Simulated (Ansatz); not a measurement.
# LaAl3N4: the band gap up the ladder of functionals

An exercise on one series of results from a longer session: the logs are not shown, and one member is left open.

The runs shown are made with Ansatz 0.2.0. PAW datasets, plane waves. The calculation is spin-unpolarised, and the structure need not be a phase that has been made.

### Starting point

The cell was relaxed beforehand with r2SCAN.

Space group P3m1 (No. 156), trigonal; a = 3.268 Å, c = 10.962 Å in the conventional setting, 12.68 Å³ an atom. Near Al stand 4 N at 1.90–1.96 Å; near Al stand 4 N at 1.89–1.95 Å; near Al stand 4 N at 1.91–1.95 Å; near La stand 3 N at 2.22 Å; near N stand 4 Al at 1.90–1.95 Å.

As a file:

Space group P3m1 (No. 156). a = 3.268 Å, b = 3.268 Å, c = 10.962 Å, α = 90.00°, β = 90.00°, γ = 120.00°
| atom | site | symmetry | x | y | z |
| --- | --- | --- | --- | --- | --- |
| Al | 1b | 3m. | 0.3333 | 0.6667 | 0.0313 |
| Al | 1b | 3m. | 0.3333 | 0.6667 | 0.4691 |
| Al | 1c | 3m. | 0.6667 | 0.3333 | 0.2501 |
| La | 1c | 3m. | 0.6667 | 0.3333 | 0.7481 |
| N | 1b | 3m. | 0.3333 | 0.6667 | 0.2048 |
| N | 1b | 3m. | 0.3333 | 0.6667 | 0.6412 |
| N | 1c | 3m. | 0.6667 | 0.3333 | 0.4239 |
| N | 1c | 3m. | 0.6667 | 0.3333 | 0.9814 |

The first run:

Input file input.yaml:

```yaml
crystal:
  lattice:
    - [3.2683613935, 0.0, 0.0]
    - [-1.6341806967, 2.8304839956, 0.0]
    - [0.0, 0.0, 10.961925278]
  atoms:
    - { symbol: Al, position: [0.3333333333, 0.6666666667, 0.0313494816] }
    - { symbol: Al, position: [0.3333333333, 0.6666666667, 0.4691078827] }
    - { symbol: Al, position: [0.6666666667, 0.3333333333, 0.2500976779] }
    - { symbol: La, position: [0.6666666667, 0.3333333333, 0.7480863051] }
    - { symbol: "N", position: [0.3333333333, 0.6666666667, 0.2048145101] }
    - { symbol: "N", position: [0.3333333333, 0.6666666667, 0.641190558] }
    - { symbol: "N", position: [0.6666666667, 0.3333333333, 0.4239168831] }
    - { symbol: "N", position: [0.6666666667, 0.3333333333, 0.9814367013] }
kpoints:
  mp_grid: { grid: [12, 12, 2] }
  band_path:
    path:
      - [[0.0, 0.0, 0.0], [0.5, 1.88803587134e-17, -1.982820894297e-18], [0.3333333333333, 0.3333333333333, -2.487586248337e-18], [0.0, 0.0, 0.0], [-1.562201233138e-36, -6.929820021063e-36, 0.5], [0.5, 1.884664793845e-17, 0.5], [0.3333333333333, 0.3333333333333, 0.5], [-1.562201233138e-36, -6.929820021063e-36, 0.5]]
      - [[0.5, 1.884664793845e-17, 0.5], [0.5, 1.88803587134e-17, -1.982820894297e-18]]
      - [[0.3333333333333, 0.3333333333333, 0.5], [0.3333333333333, 0.3333333333333, -2.487586248337e-18]]
    npoints: 10
hamiltonian:
  xc: pbe
scf:
  occupations: { method: fermi_dirac, width: 0.02 }
  n_extra_bands: 6
output:
  forces: true
  stress: true
  eigenvalues: true
  write_density: true
  write_potential: true
  elf: true
  volumetric_format: npy
```

Command:

```sh
$ ansatz run input.yaml --threads 4 --pin off --max-ram 6451MiB --backend cpu --events-out ev --progress --plain --runs-dir out
```

Steps of the session up to this table: PBE bands along the symmetry lines; r2SCAN at the same geometry; HSE06; PBE+SOC at the same geometry; Single point with PBE0.

One of the session's tables, all rows but one given; the rest of the session is left out.

| level | gap (eV) |
| --- | --- |
| PBE | 1.03 |
| r2SCAN | 1.40 |
| HSE06 | 2.07 |
| PBE+SOC | 1.04 |
| PBE0 | ? |

**Question.** Estimate the row for PBE0.

The run gave: gap (eV): 2.75. In the column «gap (eV)» it is the highest.

Meshes: PBE 12×12×2, r2SCAN 12×12×2, HSE06 6×6×2, PBE+SOC 12×12×2, PBE0 6×6×2

In words: PBE gives the least gap, 1.03 eV, and PBE0 the largest, 2.75 eV. PBE reaches 50 % of the HSE06 value, and r2SCAN 68 %. PBE0 lies 0.69 eV above HSE06, which differs from it by screening the long-range exchange.

Caveats from the session: Warnings in the runs' records: stress scf threshold loose, stress exchange threshold loose.
